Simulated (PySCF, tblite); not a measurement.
# Si₂₃H₃₆: electronic excitations, NMR shifts, part 2 of 2

tblite 0.8.0 and PySCF 2.14.0. Atoms count from 0. Earlier steps stand in the parts before.

## 4. NMR shifts: GIAO KT3/pcSseg-1

What the job is given:

```
{"job": {"kind": "nmr", "xc": "KT3", "basis": "pcSseg-1", "pop": false}, "charge": 0, "multiplicity": 1}
Si     1.960092     0.048096    -0.222125
Si     0.000917     1.222867     0.344664
Si    -1.959958     0.048689    -0.221496
Si    -1.961055    -2.239995     0.297667
Si     0.000201    -3.405960    -0.276712
Si     1.962674    -2.240658     0.298049
Si    -3.895246    -3.411287    -0.298077
Si    -3.928892    -5.631280     0.389969
Si    -2.006156    -6.740244    -0.306575
Si     0.000226    -5.698171     0.291931
Si     3.897868     3.446573    -0.314824
Si     1.989730     4.651941     0.288745
Si    -0.000017     3.501767    -0.248603
Si     3.882747     1.228755     0.380133
Si     1.914113     6.911140    -0.308283
Si     0.000250     8.027863     0.398575
Si    -1.913157     6.910939    -0.308098
Si    -1.988254     4.652304     0.289319
Si     3.895257    -3.411380    -0.295695
Si     2.007403    -6.739915    -0.305680
Si     3.929021    -5.630182     0.391668
Si    -3.897508     3.446536    -0.312578
Si    -3.881877     1.228676     0.383223
H      1.935521     0.071159    -1.711308
H      0.000332     1.248356     1.833300
H     -1.936832     0.072176    -1.710751
H     -1.936996    -2.274176     1.786837
H      0.000378    -3.412429    -1.764915
H      1.936052    -2.272975     1.786973
H     -3.981469    -3.377651    -1.770365
H     -5.099044    -2.676907     0.124819
H     -3.974847    -5.659571     1.862441
H     -5.162357    -6.340812     0.010510
H     -2.021467    -6.801917    -1.779882
H     -2.004543    -8.159150     0.084763
H     -0.000229    -5.672115     1.779714
H      3.959411     3.468777    -1.787809
H      5.120366     4.168262     0.080113
H      1.971475     4.648948     1.776598
H      0.000414     3.470030    -1.737528
H      3.960722     1.199863     1.852226
H      5.094489     0.500205    -0.032339
H      1.965820     6.969799    -1.780764
H      3.147220     7.607194     0.094715
H      0.000382     8.060803     1.871383
H      0.000425     9.456544     0.042146
H     -1.964433     6.969521    -1.780413
H     -3.145984     7.607311     0.094540
H     -1.969706     4.650103     1.777144
H      3.983662    -3.377388    -1.767135
H      5.098521    -2.678163     0.127768
H      2.022248    -6.800761    -1.778981
H      2.004067    -8.159268     0.084308
H      3.973531    -5.659959     1.863851
H      5.161684    -6.340982     0.013366
H     -3.960216     3.468479    -1.785769
H     -5.119934     4.168209     0.083299
H     -3.958401     1.200619     1.855409
H     -5.093871     0.499849    -0.027924
```

With the program's defaults for keys left out, this is: GIAO KT3/pcSseg-1 NMR shielding, non-relativistic, gas phase.

Log:

```text
start: PBE on a coarse grid of 56904 points
cycle   1  E = -6676.3078721597  dE =  6.319e-01  |g| = 4.148e-01  |ddm| = 7.538e+00
cycle   2  E = -6676.3404501069  dE = -3.258e-02  |g| = 2.523e-01  |ddm| = 8.736e-01
cycle   3  E = -6676.3537814778  dE = -1.333e-02  |g| = 1.154e-01  |ddm| = 5.834e-01
cycle   4  E = -6676.3594211396  dE = -5.640e-03  |g| = 2.570e-02  |ddm| = 3.149e-01
cycle   5  E = -6676.3596541746  dE = -2.330e-04  |g| = 1.166e-02  |ddm| = 7.632e-02
cycle   6  E = -6676.3597073307  dE = -5.316e-05  |g| = 2.648e-03  |ddm| = 2.434e-02
final grid: 427437 points
cycle   7  E = -6733.3854022754  dE = -1.249e-01  |g| = 5.755e-01  |ddm| = 1.439e+00
cycle   8  E = -6733.3981910844  dE = -1.279e-02  |g| = 2.713e-01  |ddm| = 6.561e-01
cycle   9  E = -6733.4029838742  dE = -4.793e-03  |g| = 3.334e-02  |ddm| = 2.757e-01
cycle  10  E = -6733.4034253327  dE = -4.415e-04  |g| = 7.724e-03  |ddm| = 7.465e-02
cycle  11  E = -6733.4034491877  dE = -2.385e-05  |g| = 2.210e-03  |ddm| = 2.189e-02
cycle  12  E = -6733.4034482749  dE =  9.129e-07  |g| = 6.843e-04  |ddm| = 6.053e-03
cycle  13  E = -6733.4034537798  dE = -5.505e-06  |g| = 2.837e-04  |ddm| = 2.222e-03
cycle  14  E = -6733.4034518842  dE =  1.896e-06  |g| = 7.785e-05  |ddm| = 7.891e-04
converged SCF energy = -6733.4034518842

GIAO shielding tensors (ppm)
atom      isotropic    diamagn.    paramagn.     s11        s22        s33       span
  0 Si     466.875     888.128    -421.252    427.882    484.760    487.983     60.101
  1 Si     459.377     888.276    -428.900    414.945    480.807    482.378     67.433
  2 Si     466.821     888.132    -421.311    427.913    484.645    487.905     59.992
  3 Si     466.666     887.498    -420.832    427.809    483.200    488.989     61.181
  4 Si     463.516     887.976    -424.460    422.333    482.885    485.331     62.998
  5 Si     466.807     887.512    -420.705    427.971    483.382    489.067     61.096
  6 Si     471.357     885.779    -414.422    454.446    468.695    490.929     36.484
  7 Si     471.852     883.372    -411.520    448.994    475.640    490.923     41.928
  8 Si     469.011     882.411    -413.399    444.931    470.608    491.494     46.563
  9 Si     470.949     886.327    -415.379    436.800    483.794    492.252     55.452
 10 Si     466.564     884.647    -418.083    442.383    467.229    490.079     47.696
 11 Si     472.311     886.806    -414.495    438.646    486.857    491.431     52.785
 12 Si     462.563     887.791    -425.228    417.756    482.346    487.587     69.831
 13 Si     469.950     886.350    -416.401    453.398    466.405    490.046     36.648
 14 Si     468.837     882.721    -413.885    445.713    468.782    492.015     46.302
 15 Si     473.006     882.151    -409.145    450.314    477.765    490.941     40.627
 16 Si     468.916     882.724    -413.808    445.794    468.882    492.072     46.278
 17 Si     472.378     886.807    -414.430    438.694    486.885    491.553     52.859
 18 Si     471.753     885.786    -414.033    454.895    469.050    491.315     36.420
 19 Si     469.043     882.420    -413.377    444.983    470.621    491.524     46.542
 20 Si     472.067     883.364    -411.297    449.191    475.900    491.110     41.919
 21 Si     466.473     884.642    -418.169    442.309    467.127    489.984     47.674
 22 Si     469.894     886.356    -416.461    453.341    466.328    490.014     36.673
 23 H       27.904      36.476      -8.572     25.450     27.969     30.293      4.843
 24 H       27.799      37.011      -9.212     26.036     27.606     29.755      3.719
 25 H       27.904      36.480      -8.576     25.448     27.970     30.292      4.844
 26 H       27.947      35.859      -7.911     25.570     27.747     30.526      4.956
 27 H       27.909      36.403      -8.494     26.254     27.322     30.151      3.897
 28 H       27.951      35.866      -7.915     25.574     27.751     30.529      4.955
 29 H       28.244      32.705      -4.461     25.019     27.135     32.578      7.560
 30 H       28.072      32.050      -3.978     22.198     27.904     34.115     11.918
 31 H       28.177      30.779      -2.602     25.361     26.150     33.019      7.658
 32 H       27.994      28.219      -0.225     23.382     25.170     35.430     12.047
 33 H       28.176      30.023      -1.847     25.410     26.303     32.815      7.405
 34 H       28.079      27.967       0.112     22.964     26.105     35.168     12.204
 35 H       28.116      33.428      -5.312     26.062     26.673     31.612      5.551
 36 H       28.133      32.521      -4.388     25.226     26.644     32.529      7.303
 37 H       28.021      30.631      -2.610     22.782     26.250     35.032     12.250
 38 H       28.081      34.098      -6.017     25.544     27.275     31.423      5.879
 39 H       27.961      36.367      -8.406     26.223     27.462     30.196      3.973
 40 H       28.201      33.541      -5.340     25.081     27.113     32.410      7.329
 41 H       28.034      32.849      -4.815     22.131     27.662     34.308     12.177
 42 H       28.191      29.909      -1.718     25.119     26.597     32.857      7.739
 43 H       28.086      28.236      -0.150     23.023     26.286     34.949     11.925
 44 H       28.170      29.666      -1.496     25.195     26.283     33.032      7.837
 45 H       28.020      26.641       1.379     23.536     24.990     35.533     11.996
 46 H       28.194      29.911      -1.717     25.122     26.598     32.861      7.739
 47 H       28.089      28.239      -0.150     23.025     26.289     34.954     11.929
 48 H       28.081      34.099      -6.018     25.543     27.275     31.424      5.882
 49 H       28.257      32.706      -4.449     25.024     27.147     32.600      7.575
 50 H       28.087      32.052      -3.966     22.206     27.915     34.140     11.935
 51 H       28.177      30.034      -1.857     25.414     26.307     32.811      7.398
 52 H       28.080      27.976       0.103     22.965     26.105     35.169     12.203
 53 H       28.183      30.772      -2.589     25.368     26.152     33.030      7.663
 54 H       28.001      28.214      -0.213     23.387     25.175     35.443     12.056
 55 H       28.129      32.516      -4.387     25.221     26.641     32.525      7.304
 56 H       28.019      30.629      -2.610     22.782     26.246     35.027     12.245
 57 H       28.200      33.545      -5.345     25.083     27.109     32.410      7.327
 58 H       28.032      32.855      -4.823     22.129     27.661     34.307     12.178
```

Run time: 55 s. Hardware: 2 threads of Arm Neoverse V1, shared host; peak memory 1.2 GiB.

Shifts follow as δ = σ(reference) − σ, with reference shieldings (ppm) from runs at the same level and on the same kind of geometry: 1H TMS 31.76, 29Si TMS 361.7. The references are single molecules in the gas phase. Atoms listed in one row are averaged.

| atoms | environment | σ (ppm) | δ (ppm) |
| --- | --- | --- | --- |
| H24 | hydrogen on a silicon bonded to 3 Si | 27.80 | 3.96 |
| H23, H25 | hydrogen on a silicon bonded to 3 Si | 27.90 | 3.86 |
| H27 | hydrogen on a silicon bonded to 3 Si | 27.91 | 3.85 |
| H26, H28 | hydrogen on a silicon bonded to 3 Si | 27.95 | 3.81 |
| H39 | hydrogen on a silicon bonded to 3 Si | 27.96 | 3.80 |
| H32, H54 | hydrogen on a silicon bonded to 2 Si | 28.00 | 3.76 |
| H45 | hydrogen on a silicon bonded to 2 Si | 28.02 | 3.74 |
| H37, H56 | hydrogen on a silicon bonded to 2 Si | 28.02 | 3.74 |
| H41, H58 | hydrogen on a silicon bonded to 2 Si | 28.03 | 3.73 |
| H34, H52 | hydrogen on a silicon bonded to 2 Si | 28.08 | 3.68 |
| H30, H50 | hydrogen on a silicon bonded to 2 Si | 28.08 | 3.68 |
| H38, H48 | hydrogen on a silicon bonded to 3 Si | 28.08 | 3.68 |
| H43, H47 | hydrogen on a silicon bonded to 2 Si | 28.09 | 3.67 |
| H35 | hydrogen on a silicon bonded to 3 Si | 28.12 | 3.64 |
| H36, H55 | hydrogen on a silicon bonded to 2 Si | 28.13 | 3.63 |
| H44 | hydrogen on a silicon bonded to 2 Si | 28.17 | 3.59 |
| H33, H51 | hydrogen on a silicon bonded to 2 Si | 28.18 | 3.58 |
| H31, H53 | hydrogen on a silicon bonded to 2 Si | 28.18 | 3.58 |
| H42, H46 | hydrogen on a silicon bonded to 2 Si | 28.19 | 3.57 |
| H40, H57 | hydrogen on a silicon bonded to 2 Si | 28.20 | 3.56 |
| H29, H49 | hydrogen on a silicon bonded to 2 Si | 28.25 | 3.51 |
| Si1 | silicon bonded to 3 Si, H | 459.4 | -97.7 |
| Si12 | silicon bonded to 3 Si, H | 462.6 | -100.9 |
| Si4 | silicon bonded to 3 Si, H | 463.5 | -101.8 |
| Si10, Si21 | silicon bonded to 2 Si, 2 H | 466.5 | -104.8 |
| Si3, Si5 | silicon bonded to 3 Si, H | 466.7 | -105.1 |
| Si0, Si2 | silicon bonded to 3 Si, H | 466.8 | -105.2 |
| Si14, Si16 | silicon bonded to 2 Si, 2 H | 468.9 | -107.2 |
| Si8, Si19 | silicon bonded to 2 Si, 2 H | 469.0 | -107.4 |
| Si13, Si22 | silicon bonded to 2 Si, 2 H | 469.9 | -108.3 |
| Si9 | silicon bonded to 3 Si, H | 470.9 | -109.3 |
| Si6, Si18 | silicon bonded to 2 Si, 2 H | 471.6 | -109.9 |
| Si7, Si20 | silicon bonded to 2 Si, 2 H | 472.0 | -110.3 |
| Si11, Si17 | silicon bonded to 3 Si, H | 472.3 | -110.7 |
| Si15 | silicon bonded to 2 Si, 2 H | 473.0 | -111.3 |

Ring of atoms Si0, Si1, Si2, Si3, Si4, Si5: NICS(0) -2.3, NICS(1) -1.5, NICS(1)zz 8.3 ppm (means of both faces).

Ring of atoms Si0, Si1, Si10, Si11, Si12, Si13: NICS(0) -2.5, NICS(1) -1.8, NICS(1)zz 7.2 ppm (means of both faces).

Ring of atoms Si3, Si4, Si6, Si7, Si8, Si9: NICS(0) -2.4, NICS(1) -1.8, NICS(1)zz 6.7 ppm (means of both faces).

## 5. Outcome

What follows sums up all 2 parts.

| quantity | value |
| --- | --- |
| lowest singlet (PBE/def2-SVP) | 3.89 eV (318 nm), f = 0.000 |
| brightest single state of those computed | state 5, 4.07 eV, f = 0.096 |
| lowest triplet | 3.73 eV |
| surface potential, 1st and 99th percentile | -0.02 V and 0.81 V |
| 1H shifts against TMS (KT3/pcSseg-1, means over atoms taken as alike) | 3.96, 3.86, 3.85, 3.81, 3.80, 3.76, 3.74, 3.74, 3.73, 3.68, 3.68, 3.68, 3.67, 3.64 ppm and more |
| 29Si shifts against TMS (KT3/pcSseg-1, means over atoms taken as alike) | -97.7, -100.9, -101.8, -104.8, -105.1, -105.2, -107.2, -107.4, -108.3, -109.3, -109.9, -110.3, -110.7, -111.3 ppm |

**Reading.** The first singlet state (HOMO→LUMO 0.97) lies at 3.89 eV and is dark; of the 6 states computed, the strongest absorption comes from states 2 to 4 together at 3.96 eV. The lowest triplet lies 0.16 eV below the lowest singlet (triplets in Tamm-Dancoff, singlets in full TDDFT). By nearest atom (PBE/def2-SVP), the HOMO sits on 4 Si atoms about 7 % each; 4 Si atoms about 6 % each and the LUMO on Si0, Si1, Si5 about 8 % each; Si2, Si3 about 7 % each.
